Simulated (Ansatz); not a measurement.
# C₃H₇In: basis-set convergence

Aim: see how fast density functionals converge with the basis set for C₃H₇In.

Method: one geometry, several basis sets; program: Ansatz 0.2.0, Gaussian basis.

Levels to be run: PBE0-D4/def2-SVP; ωB97M-V/def2-SVP; PBE0-D4/def2-QZVPP; ωB97M-V/def2-QZVPP; the functionals' def2-TZVPP values are taken from earlier runs.

## (1) The geometry

An earlier PBE0-D4 in a triple-zeta def2 set relaxation fixed the geometry. In takes the def2 core potential; no spin-orbit term is included.

SMILES `C=C[CH2][InH2]`, 11 atoms, charge 0, spin multiplicity 1.

Atoms are counted from 1 here; the program's logs count them from 0.

Bond lengths: C1–C2 1.350 Å, C1–H5 1.086 Å, C1–H6 1.082 Å, C2–C3 1.465 Å, C2–H7 1.089 Å, C3–In4 2.207 Å, C3–H8 1.088 Å, C3–H9 1.085 Å, In4–H10 1.715 Å, In4–H11 1.716 Å. Angles: C2–C1–H5 121.6°, C2–C1–H6 121.1°, H5–C1–H6 117.2°, C1–C2–C3 126.1°, C1–C2–H7 117.2°, C3–C2–H7 116.1°, C2–C3–In4 85.1°, C2–C3–H8 115.2°, C2–C3–H9 115.0°, In4–C3–H8 108.1°, In4–C3–H9 118.1°, H8–C3–H9 112.6°, C3–In4–H10 118.6°, C3–In4–H11 112.8°, H10–In4–H11 128.2°.

## (2) PBE0-D4 in def2-SVP

The input, in.yaml:

```yaml
crystal:
  periodic: [false, false, false]
  atoms:
    - {symbol: C, position_ang: [-0.488622, 1.455761, 0.030280]}
    - {symbol: C, position_ang: [0.114410, 0.516518, 0.789641]}
    - {symbol: C, position_ang: [-0.258522, -0.898108, 0.869651]}
    - {symbol: In, position_ang: [0.569878, -1.038227, -1.171640]}
    - {symbol: H, position_ang: [-1.429071, 1.259591, -0.476061]}
    - {symbol: H, position_ang: [-0.088704, 2.458967, -0.038824]}
    - {symbol: H, position_ang: [1.046206, 0.795872, 1.280061]}
    - {symbol: H, position_ang: [-1.326230, -1.098990, 0.815731]}
    - {symbol: H, position_ang: [0.230928, -1.457585, 1.659509]}
    - {symbol: H, position_ang: [2.272124, -0.978867, -1.372904]}
    - {symbol: H, position_ang: [-0.642397, -1.014921, -2.385463]}
basis:
  gaussian: {orbitals: def2-SVP}
hamiltonian: {xc: pbe0, dispersion: d4}
output: {orbitals: {seedname: orbitals}}
```

On the command line:

```bash
ansatz run in.yaml --threads 4 --pin off --events-out ev --progress --plain --max-ram 10444MiB
```

The runs that follow: ωB97M-V in def2-SVP; PBE0-D4 in def2-QZVPP; ωB97M-V in def2-QZVPP.

Q: Predict the results of all the runs planned. Wanted: PBE0-D4: double and triple zeta above quadruple; ωB97M-V: double and triple zeta above quadruple.

The runs gave:

| quantity | value |
| --- | --- |
| PBE0-D4: double and triple zeta above quadruple | 4.01, 0.23 eV |
| ωB97M-V: double and triple zeta above quadruple | 4.26, 0.23 eV |

What this shows: PBE0-D4 gains 3.78 eV from double to triple zeta, then 0.23 eV more. These are total energies; as a rule much of such shifts cancels in differences, which this series doesn't test.
